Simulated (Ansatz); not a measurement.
## ClFGeH4SSi, SMILES F[SiH](Cl)[S][GeH3]: a ladder of methods at one geometry, step by step

With Ansatz 0.2.0, Python API.

Interactive session:
```pycon
>>> from pathlib import Path
>>> import ansatz as az
>>> import numpy as np
>>> config = {
...     "basis_set": "def2-SVP",
... }
>>> GEOMETRY = """
... F    -0.51780    1.97830    0.61420
... Si   -0.45680    0.52380    1.46460
... Cl    1.54690    0.15230    2.04990
... S    -1.22940   -1.06280    0.20860
... Ge    0.19040   -0.62450   -1.42800
... H    -1.28820    0.61600    2.64930
... H     1.68810   -0.74160   -0.94180
... H    -0.01960   -1.60750   -2.60440
... H    -0.03990    0.82360   -1.94340
... """
>>> clfgeh4ssi = az.Crystal.molecule()
>>> for line in GEOMETRY.strip().splitlines():
...     symbol, *xyz = line.split()
...     clfgeh4ssi = clfgeh4ssi.atom(symbol, [float(v) for v in xyz])
...
>>> job = (
...     clfgeh4ssi.calculation()
...     .basis(gaussian=config["basis_set"])
... )
>>> print("functional    E (Ha)        dipole (D)   HOMO (eV)  LUMO (eV)")
functional    E (Ha)        dipole (D)   HOMO (eV)  LUMO (eV)
>>> for name in ["hse06", "lda", "r2scan", "r2scan0", "blyp"]:
...     summary = job.functional(name).forces().orbitals().run(threads=1, backend="cpu", runs_dir="runs").report
...     lines = Path(summary["orbitals_path"]).read_text().splitlines()
...     field_of = lambda key: [line.split("=")[1].strip() for line in lines if line.startswith(key)]
...     orbitals = [(27.211386 * float(e), s, float(n)) for e, s, n in zip(field_of("Ene="), field_of("Spin="), field_of("Occup="))]
...     homo = max(e for e, _, n in orbitals if n > 0.5)
...     lumo = min(e for e, _, n in orbitals if n < 0.5)
...     dipole = 4.803205 * np.linalg.norm(summary["charge_distribution"]["dipole_moment_e_ang"])
...     print(f"{name:10s} {summary['free_energy_ev'] / 27.211386246:14.6f} {dipole:9.3f} {homo:11.3f} {lumo:10.3f}")
...
hse06        -3325.785714     0.678      -7.504     -0.784
lda          -3318.734955     0.639      -6.662     -1.531
r2scan       -3326.456996     0.631      -6.990     -1.102
r2scan0      -3326.412574     0.694      -8.131     -0.274
blyp         -3326.596562     0.631      -6.372     -1.135
```

What to keep in mind:
- These settings explore the input space; basis and method may be short of convergence.
- The geometry is a force-field or estimated start, not a minimum of this method, and the basis set is short of its limit. A lower total doesn't mark the better method: functionals have no common bound, and MP2 and coupled cluster aren't variational.
- Levels such as HOMO and LUMO are orbital energies: with these approximate functionals they aren't the ionisation energy and electron affinity, and their gap isn't the fundamental gap.
- hse06 follows the composition of plane-wave codes, whose totals differ by tens of mHa, up to about 0.1 Ha, from the form usual in Gaussian-basis programs (wpbeh).
- It ran for 33 s on 1 thread of Intel(R) Xeon(R) Processor @ 2.30GHz, on a shared host, peak memory 0.44 GiB.
